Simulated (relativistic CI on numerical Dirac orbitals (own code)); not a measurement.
**Se: one ion under different settings**

How much do the settings matter for Se? One ion, several inputs.

Program: relativistic CI on numerical Dirac orbitals (own code) version 3. Level of theory: Dirac-Coulomb-Breit CI, KLI orbitals optimised for each configuration, model QED (radiative potential, 1s self-energy scaled to tabulated hydrogen-like ionisation energies), numerical settings as typed. These are calculated values, not measurements, unless marked.

**1. The system**

```
ion            : Se (Se I)
nuclear charge : 34
electrons      : 34
isotope        : A = 80
```

**2. The usual input**

The run's settings:

```ini
atom Se  Z=34  charge=0  electrons=34
nucleus A=80  rms_radius_fm=4.1400
hamiltonian dirac-coulomb  breit=on  qed=on  c_scale=1
orbitals kli  potential=per-configuration
slater_scale 1
correlation none
mixing on
grid step=0.0125 r_max=201.2
scf mixing=0.4 start=green max_iterations=150 tolerance=2e-08 node_fill=0.05
configurations
  [Ar] 3d10 4s2 4p4
  [Ar] 3d10 4s2 4p3 4d
  [Ar] 3d10 4s2 4p3 5s
end
```

Launch:

```
> python run_levels.py task.json out
```

One command runs all members of the session, one after another, from task.json.

**3. Grid step 0.02, nuclear radius 4.554**

The run's settings:

```ini
atom Se  Z=34  charge=0  electrons=34
nucleus A=80  rms_radius_fm=4.5540
hamiltonian dirac-coulomb  breit=on  qed=on  c_scale=1
orbitals kli  potential=per-configuration
slater_scale 1
correlation none
mixing on
grid step=0.02 r_max=201.2
scf mixing=0.4 start=green max_iterations=150 tolerance=2e-08 node_fill=0.05
configurations
  [Ar] 3d10 4s2 4p4
  [Ar] 3d10 4s2 4p3 4d
  [Ar] 3d10 4s2 4p3 5s
end
```

**4. Breit term off**

The run's settings:

```ini
atom Se  Z=34  charge=0  electrons=34
nucleus A=80  rms_radius_fm=4.1400
hamiltonian dirac-coulomb  breit=off  qed=on  c_scale=1
orbitals kli  potential=per-configuration
slater_scale 1
correlation none
mixing on
grid step=0.0125 r_max=201.2
scf mixing=0.4 start=green max_iterations=150 tolerance=2e-08 node_fill=0.05
configurations
  [Ar] 3d10 4s2 4p4
  [Ar] 3d10 4s2 4p3 4d
  [Ar] 3d10 4s2 4p3 5s
end
```

**5. Start potential thomas-fermi**

The run's settings:

```ini
atom Se  Z=34  charge=0  electrons=34
nucleus A=80  rms_radius_fm=4.1400
hamiltonian dirac-coulomb  breit=on  qed=on  c_scale=1
orbitals kli  potential=per-configuration
slater_scale 1
correlation none
mixing on
grid step=0.0125 r_max=201.2
scf mixing=0.4 start=thomas-fermi max_iterations=150 tolerance=2e-08 node_fill=0.05
configurations
  [Ar] 3d10 4s2 4p4
  [Ar] 3d10 4s2 4p3 4d
  [Ar] 3d10 4s2 4p3 5s
end
```

**6. Potential mixing 0.2, grid step 0.03**

Settings: those of step 5 with these lines changed.

```diff
@@ -7,4 +7,4 @@
 mixing on
-grid step=0.0125 r_max=201.2
-scf mixing=0.4 start=thomas-fermi max_iterations=150 tolerance=2e-08 node_fill=0.05
+grid step=0.03 r_max=201.2
+scf mixing=0.2 start=green max_iterations=150 tolerance=2e-08 node_fill=0.05
 configurations
```

**7. Tolerance 1e-14**

Settings: those of step 6 with these lines changed.

```diff
@@ -7,4 +7,4 @@
 mixing on
-grid step=0.03 r_max=201.2
-scf mixing=0.2 start=green max_iterations=150 tolerance=2e-08 node_fill=0.05
+grid step=0.0125 r_max=201.2
+scf mixing=0.4 start=green max_iterations=88 tolerance=1e-14 node_fill=0.05
 configurations
```

**8. Grid step 0.08**

Settings: those of step 7 with these lines changed.

```diff
@@ -7,4 +7,4 @@
 mixing on
-grid step=0.0125 r_max=201.2
-scf mixing=0.4 start=green max_iterations=88 tolerance=1e-14 node_fill=0.05
+grid step=0.08 r_max=201.2
+scf mixing=0.4 start=green max_iterations=99 tolerance=2e-08 node_fill=0.05
 configurations
```

(Steps that only read results are left out.)

Before running it: what results should come out? Wanted: lowest level, usual settings; total energy; first excitation.

As calculated:

| setting | total energy less usual (Ha) | largest shift of a level among the lowest eight of both runs, same label and place (cm⁻¹) | SCF iterations | time | lowest level | kind of change |
| --- | --- | --- | --- | --- | --- | --- |
| usual | 0 | 0 | 35 | 0.49 s | 4p4 3P2 | - |
| grid step 0.02, nuclear radius 4.554 | 0.00356 | 0.110 | 35 | 0.33 s | 4p4 3P2 | unphysical constant |
| Breit term off | -1.17 | 54.6 | 35 | 0.49 s | 4p4 3P2 | model term |
| start potential thomas-fermi | 0 | 0 | 35 | 0.51 s | 4p4 3P2 | numerical |
| potential mixing 0.2, grid step 0.03 | 0.000192 | 0.0577 | 39 | 0.33 s | 4p4 3P2 | numerical |
| tolerance 1e-14 | 0 | 0 | 114 | 0.88 s | 4p4 3P2 | extreme, harmless here |
| grid step 0.08 | 0.000793 | 0.893 | 35 | 0.16 s | 4p4 3P2 | unsound |

| quantity | value |
| --- | --- |
| lowest level, usual settings | 4p4 3P2 |
| total energy | -2426.6456 Ha |
| first excitation | 1968.3 cm⁻¹ |

What this shows: Among the runs whose levels can be followed, they move most under «Breit term off» (model term), by up to 54.6 cm⁻¹. No visible change in the result comes from «start potential thomas-fermi» or «tolerance 1e-14». «Tolerance 1e-14» costs 114 SCF iterations against 35. Only the listed configurations are in the model. In a near-neutral ion this small CI can misplace whole configurations by 10,000 cm⁻¹ or more.
